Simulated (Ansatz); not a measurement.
**Osmium tetroxide (OsO4): how energies converge with the basis set**

The task here is to estimate one member of a computed series from the others.

Computed with Ansatz 0.2.0, Gaussian basis. Level: one geometry, several basis sets.

Levels to be run: PBE0-D4/def2-SVP; ωB97M-V/def2-SVP; PBE0-D4/def2-QZVPP; ωB97M-V/def2-QZVPP; the functionals' def2-TZVPP values are taken from earlier runs.

## The relaxed structure

An earlier PBE0-D4 in a triple-zeta def2 set relaxation fixed the geometry. Os takes the def2 core potential; no spin-orbit term is included.

SMILES `[O]=[Os](=[O])(=[O])=[O]`, 5 atoms, charge 0, spin multiplicity 1.

Atoms are counted from 1 here; the program's logs count them from 0.

Bond lengths: O1–Os2 1.691 Å, Os2–O3 1.691 Å, Os2–O4 1.691 Å, Os2–O5 1.691 Å. Angles: O1–Os2–O3 109.5°, O1–Os2–O4 109.5°, O1–Os2–O5 109.5°, O3–Os2–O4 109.5°, O3–Os2–O5 109.5°, O4–Os2–O5 109.5°.

The first run:

Contents of in.yaml:

```yaml
crystal:
  periodic: [false, false, false]
  atoms:
    - {symbol: O, position_ang: [-0.891817, -0.135087, 1.429828]}
    - {symbol: Os, position_ang: [-0.000002, 0.000000, 0.000000]}
    - {symbol: O, position_ang: [1.432027, -0.887020, 0.143105]}
    - {symbol: O, position_ang: [-0.909912, -0.603229, -1.290802]}
    - {symbol: O, position_ang: [0.369694, 1.625336, -0.282132]}
basis:
  gaussian: {orbitals: def2-SVP}
hamiltonian: {xc: pbe0, dispersion: d4}
output: {orbitals: {seedname: orbitals}}
```

Command:

```
ansatz run in.yaml --threads 4 --pin off --events-out ev --progress --plain --max-ram 10444MiB
```

Among the steps run: PBE0-D4 in def2-SVP; ωB97M-V in def2-SVP; PBE0-D4 in def2-QZVPP; ωB97M-V in def2-QZVPP.

One of the session's tables, all rows but one given; the rest of the session is left out.

It belongs to the step «Functionals by basis». 

```
functional       basis  HOMO (eV)  LUMO (eV)
   PBE0-D4    def2-SVP     -10.63      -4.26
   PBE0-D4  def2-TZVPP          ?          ?
   PBE0-D4  def2-QZVPP     -10.57      -4.18
   ωB97M-V    def2-SVP     -12.87      -2.12
   ωB97M-V  def2-TZVPP     -12.83      -2.04
   ωB97M-V  def2-QZVPP     -12.85      -2.08
```

**Question.** Estimate the row for PBE0-D4, def2-TZVPP.

The run gave: HOMO (eV): -10.55; LUMO (eV): -4.15. In the column «HOMO (eV)» it is the highest.
